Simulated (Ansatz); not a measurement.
# Cs3Al2: the cost of one run

Computed with Ansatz 0.2.0 (DFT PBEsol, scalar-relativistic, plane waves, PAW, unless a step's input says otherwise).

### 1 The structure to begin with

It takes space group R-3m (No. 166, trigonal). Conventional cell: a = 4.309 Å, b = 4.309 Å, c = 13.667 Å, α = 90.00°, β = 90.00°, γ = 120.00°. Li (site symmetry 3m) is surrounded by 4 Li at 2.63 to 2.67 Å and 4 Ga at 2.63 to 2.79 Å. Li (site symmetry -3m) is surrounded by 6 Li at 2.67 Å and 2 Ga at 2.73 Å. Ga (site symmetry 3m) has 5 Li at 2.63 to 2.79 Å and 3 Ga at 2.65 Å in its first shell of neighbours.

Coordinates:

```
CELL_PARAMETERS angstrom
2.15461 1.24396 4.55576
-2.15461 1.24396 4.55576
0.00000 -2.48793 4.55576
ATOMIC_POSITIONS crystal
Li 0.40377 0.40377 0.40377
Li 0.59623 0.59623 0.59623
Li 0.00000 0.00000 0.00000
Ga 0.80023 0.80023 0.80023
Ga 0.19977 0.19977 0.19977
```

It is the result of an earlier relaxation at this level (volume 14.65 Å³/atom; gap on the mesh: none (metal)).

### 2 Ga → Al, Li → Cs: the starting cell

The start of Cs3Al2: fractional positions of relaxed Li3Ga2, cell scaled by 1.353, a guess from tabulated radii.

### 3 A first look at the start (Cs3Al2)

input.yaml

```yaml
crystal:
  lattice:
    - [2.915616512, 1.6833319781, 6.1648506911]
    - [-2.915616512, 1.6833319781, 6.1648506911]
    - [0.0, -3.3666639562, 6.1648506911]
  atoms:
    - { symbol: Cs, position: [0.4037685594, 0.4037685594, 0.4037685594] }
    - { symbol: Cs, position: [0.5962314406, 0.5962314406, 0.5962314406] }
    - { symbol: Cs, position: [0.0, 0.0, 0.0] }
    - { symbol: Al, position: [0.8002301191, 0.8002301191, 0.8002301191] }
    - { symbol: Al, position: [0.1997698809, 0.1997698809, 0.1997698809] }
basis:
  ecutwfc: 420
kpoints:
  mp_grid: { grid: [6, 6, 6] }
hamiltonian:
  xc: pbesol
scf:
  occupations: { method: gaussian, width: 0.1 }
output:
  forces: true
  stress: true
  eigenvalues: true
```

Command:

```sh
$ ansatz run input.yaml --threads 1 --pin off --max-ram 2560MiB --backend cpu --events-out ev --progress --plain --runs-dir out
```

Q: Estimate wall time and peak memory on 1 thread of Intel Xeon Platinum 8259CL at 2.50GHz (Skylake/Cascade Lake), shared host.

About 8.2 s, with a peak of 0.52 GiB.
